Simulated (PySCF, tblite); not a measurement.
**C₇H₁₃PSi: geometry, infrared bands and NMR shifts**

Wanted: the infrared bands and NMR shifts of C₇H₁₃PSi (`C=CP1CCC(C)=C1[SiH3]`), by calculation.

Programs: tblite 0.8.0 and PySCF 2.14.0, with density-fitted response routines of our own. Each step states its level of theory. These are calculated values for one molecule in the gas phase, unless marked as measured. Atoms are numbered from 0 throughout.

## 1. The molecule as given

22 atoms, charge 0, multiplicity 1; geometry from: force field or distance geometry start.

Bonds of the start (Å): C0–C1 1.32, C1–P2 1.80, P2–C3 1.88, C3–C4 1.49, C4–C5 1.44, C5–C6 1.51, C5–C7 1.33, C7–Si8 1.83, C7–P2 1.86, C0–H9 1.09, C0–H10 1.08, C1–H11 1.11, C3–H12 1.10, C3–H13 1.10, C4–H14 1.11, C4–H15 1.13, C6–H16 1.12, C6–H17 1.10, C6–H18 1.12, Si8–H19 1.45, Si8–H20 1.49, Si8–H21 1.45.

## 2. Geometry optimisation with GFN2-xTB

The job: settings as JSON, then the geometry in Å.

```
{"job": {"kind": "relax", "xc": "GFN2-xTB", "basis": "xTB"}, "charge": 0, "multiplicity": 1}
C      2.666400     1.489600    -0.242000
C      2.475300     0.782200     0.850200
P      1.042100    -0.232500     1.234700
C      1.007000    -1.866900     0.313900
C     -0.455100    -1.994100     0.033100
C     -1.113800    -0.732000    -0.199000
C     -2.393500    -0.560800    -0.985700
C     -0.495900     0.316500     0.349100
Si    -1.066500     2.053800     0.251300
H      1.906300     1.518200    -1.021000
H      3.579600     2.063400    -0.354500
H      3.296500     0.816100     1.595300
H      1.516800    -1.678400    -0.641500
H      1.452000    -2.680300     0.900300
H     -0.673600    -2.747300    -0.758100
H     -0.906800    -2.434100     0.975500
H     -2.430300    -1.382700    -1.749400
H     -2.423600     0.415500    -1.492900
H     -3.282600    -0.721000    -0.323200
H     -1.985600     2.322700    -0.837400
H     -1.782000     2.312400     1.535900
H      0.056900     2.959100     0.163800
```

The run is started by

```
> OMP_NUM_THREADS=1 python probes_run.py task.json out
```

This one command runs all jobs of the session in turn.

**Question.** This job is followed by: GFN2-xTB harmonic vibrations, gas phase; GIAO PBE0/pcSseg-1 NMR shielding, non-relativistic, gas phase. Predict these results of the whole session: strongest single infrared mode (GFN2-xTB); zero-point energy (GFN2-xTB); ¹³C shifts against TMS (PBE0/pcSseg-1); ¹H shifts against TMS (PBE0/pcSseg-1, means over atoms taken as alike); ³¹P shifts against H3PO4 (PBE0/pcSseg-1); ²⁹Si shifts against TMS (PBE0/pcSseg-1).

As calculated:

| quantity | value |
| --- | --- |
| strongest single infrared mode (GFN2-xTB) | 2202 cm⁻¹, 316 km/mol |
| zero-point energy (GFN2-xTB) | 107.0 kcal/mol |
| ¹³C shifts against TMS (PBE0/pcSseg-1) | 176.0, 153.9, 128.9, 128.2, 45.6, 30.1, 24.1 ppm |
| ¹H shifts against TMS (PBE0/pcSseg-1, means over atoms taken as alike) | 6.66, 5.86, 5.47, 4.39, 2.66, 2.12, 1.81 ppm |
| ³¹P shifts against H3PO4 (PBE0/pcSseg-1) | 16.8 ppm |
| ²⁹Si shifts against TMS (PBE0/pcSseg-1) | -85.6 ppm |

What this shows: The optimisation took 163 steps and gained 0.922 eV; among the close pairs (by a distance rule), C4–C5 changed most, from 1.442 to 1.507 Å. All 60 modes are real, so the xTB geometry is a minimum. The strongest single mode, at 2202 cm⁻¹, moves mainly H19. GFN2-xTB is a fitted tight-binding method: band positions and strengths are rough. Its intensities can rank the bands wrongly. H11 (hydrogen on an alkene CH) lies farthest downfield among hydrogen, at 6.66 ppm; attached to an sp2 carbon and in the plane of the double bond.
